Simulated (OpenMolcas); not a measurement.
**Ir⁵⁺ among point charges: CASSCF and CASPT2 levels and susceptibility**

Aim: the splitting of the states of Ir⁵⁺ in the field of 6 point charges, its lowest levels with spin-orbit coupling and its magnetic susceptibility.

The numbers are computed with OpenMolcas 26.06 (state-averaged CASSCF and CASPT2, spin-orbit coupling by RASSI with atomic mean-field integrals), except any that are marked as measured or tabulated.

## (1) The system

| Property | Result |
| --- | --- |
| Species | Ir⁵⁺ (iridium, Z = 77, 72 electrons) |
| Basis | ANO-RCC-VDZP [7s6p4d2f], 59 functions |
| Scalar Hamiltonian | DKH2, point nucleus |
| Inactive shells | 1s 2s 2p 3s 3p 3d 4s 4p 4d 4f 5s 5p |
| Active space | 4 electrons in 5 orbitals (5d) |
| Some configurations of this space | 5d⁴ |
| Orbitals | optimised for each spin and parity, averaged over all roots |

The outer shells:

5d4
```
5d [↑ ][↑ ][↑ ][↑ ][  ]
```

The ion sits among 6 point charges of -0.65 e arranged as an octahedron (Oh), 1.92 Å from the ion.

Each step is its own input file, run in one work folder so that later steps find the files of earlier ones. Labels, J, g values, rates, χT and fits are worked out afterwards by a script from the matrices that RASSI stores. The input lists half of the charges; inversion (Group=XYZ) makes the rest.

## (2) GATEWAY and SEWARD: basis and integrals

The input, a.inp:

```
&GATEWAY
Coord
1

Ir 0.0 0.0 0.0
Basis=ANO-RCC-VDZP
Group=XYZ
NoMove
AngMom=0.0 0.0 0.0
AMFI
XField
3 Angstrom 0
1.920000 0.000000 0.000000 -0.650000
0.000000 1.920000 0.000000 -0.650000
0.000000 0.000000 1.920000 -0.650000
&SEWARD
```

Command:

```bash
$ OMP_NUM_THREADS=1 MOLCAS_MEM=1689 MOLCAS_PROJECT=a pymolcas a.inp > a.log
```

## (3) Reference wave functions, quintets of even parity, 5 roots

The input, a.inp:

```
&RASSCF
FileOrb=start.orb
Symmetry=1
Spin=5
nActEl=4 0 0
Inactive=15 19
Ras2=5 0
CIRoot=5 5 1
SDav=5
CIMx=300
Iter=120 100
PrWF=0.3
OrbListing=Nothing
MaxOrb=0
>>> COPY $Project.JobIph JOB001
```

start.orb holds the contracted functions of the basis, ordered by shell, or the orbitals of the step before.

## (4) Reference wave functions, triplets of even parity, 45 roots

The input, a.inp:

```
&RASSCF
FileOrb=start.orb
Symmetry=1
Spin=3
nActEl=4 0 0
Inactive=15 19
Ras2=5 0
CIRoot=45 45 1
SDav=45
CIMx=300
Iter=120 100
PrWF=0.3
OrbListing=Nothing
MaxOrb=0
>>> COPY $Project.JobIph JOB002
```

## (5) Reference wave functions, singlets of even parity, 50 roots

The input, a.inp:

```
&RASSCF
FileOrb=start.orb
Symmetry=1
Spin=1
nActEl=4 0 0
Inactive=15 19
Ras2=5 0
CIRoot=50 50 1
SDav=50
CIMx=300
Iter=120 100
PrWF=0.3
OrbListing=Nothing
MaxOrb=0
>>> COPY $Project.JobIph JOB003
```

## (6) RASSI: spin-orbit coupling between the states

The input, a.inp:

```
&RASSI
NrOfJobIphs=3 5 45 50
1 2 3 4 5
1 2 3 4 5 6 7 8 9 10 11 12 13 14 15 16 17 18 19 20 21 22 23 24 25 26 27
28 29 30 31 32 33 34 35 36 37 38 39 40 41 42 43 44 45
1 2 3 4 5 6 7 8 9 10 11 12 13 14 15 16 17 18 19 20 21 22 23 24 25 26 27
28 29 30 31 32 33 34 35 36 37 38 39 40 41 42 43 44 45 46 47 48 49 50
IphNames
JOB001
JOB002
JOB003
EJob
SpinOrbit
DIPRint=1.0
SOCoupling=1000.0
Subsets=2
Property=9
'ANGMOM' 1 'ANGMOM' 2 'ANGMOM' 3 'MLTPL  1' 1 'MLTPL  1' 2 'MLTPL  1' 3
'AMFI' 1 'AMFI' 2 'AMFI' 3
SOProperty=3
'ANGMOM' 1 'ANGMOM' 2 'ANGMOM' 3
```

## (7) CASPT2: IPEA 0.25, imaginary shift 0.1 (closed shells correlated: 5s 5p)

The input, a.inp:

```
>>> COPY JOB001 $Project.JobIph
&CASPT2
Multistate=5 1 2 3 4 5
NoMult
Frozen=14 16
IPEA=0.25
Imaginary=0.1
MaxIter=60
WThr=0.0 0.3 0.05
PrWF=0.5
NoMix
>>> COPY JOB002 $Project.JobIph
&CASPT2
Multistate=45 1 2 3 4 5 6 7 8 9 10 11 12 13 14 15 16 17 18 19 20 21 22
23 24 25 26 27 28 29 30 31 32 33 34 35 36 37 38 39 40 41 42 43 44 45
NoMult
Frozen=14 16
IPEA=0.25
Imaginary=0.1
MaxIter=60
WThr=0.0 0.3 0.05
PrWF=0.5
NoMix
>>> COPY JOB003 $Project.JobIph
&CASPT2
Multistate=50 1 2 3 4 5 6 7 8 9 10 11 12 13 14 15 16 17 18 19 20 21 22
23 24 25 26 27 28 29 30 31 32 33 34 35 36 37 38 39 40 41 42 43 44 45 46
47 48 49 50
NoMult
Frozen=14 16
IPEA=0.25
Imaginary=0.1
MaxIter=60
WThr=0.0 0.3 0.05
PrWF=0.5
NoMix
```

(Steps that only read results are left out.)

**Question.** What will these runs give? Wanted: spin-free ground state; first state of the same spin within the active space; lowest level; next level.

As calculated:

| quantity | value |
| --- | --- |
| method | SS-CASPT2, IPEA 0.25, imaginary shift 0.1 (closed shells correlated: 5s 5p) |
| spin-free ground state | 5E, 2-fold in its orbital part |
| first state of the same spin within the active space | 5T2 at 3280 cm⁻¹ |
| lowest level | 1-fold A1 |
| next level | 5835.4 cm⁻¹ |
| χT at 300 K | 0.04 cm³ K/mol |
| effective moment at 300 K | 0.58 μB |

Cost by method:

```csv
method,time of its own steps,time with the reference
A. CASSCF,24 s,24 s
"B. SS-CASPT2, IPEA 0.25, imaginary shift 0.1, +5s 5p",7.6 s,31 s
```

Times are of one thread on a shared host.

What this shows: The spin-free ground state (5E) comes to 100 % from free-ion D terms and keeps the highest spin of the shell. χT at 300 K is 0.04, against 3.01 cm³ K/mol for the spin alone, so spin-orbit coupling lowers it. An active space of the d shell alone favours high spin; real ions in strong fields can be low spin. CASPT2 does not keep the components of a term degenerate, and the means are used. An orbital doublet at a regular site is open to a Jahn-Teller distortion, which this geometry leaves out. The field of point charges can differ much from that of real complexes. With metal d orbitals alone active, the gaps between spin states are rough; where two lie within a few thousand cm-1, their order is open. This is an electrostatic model: the charges have no orbitals.
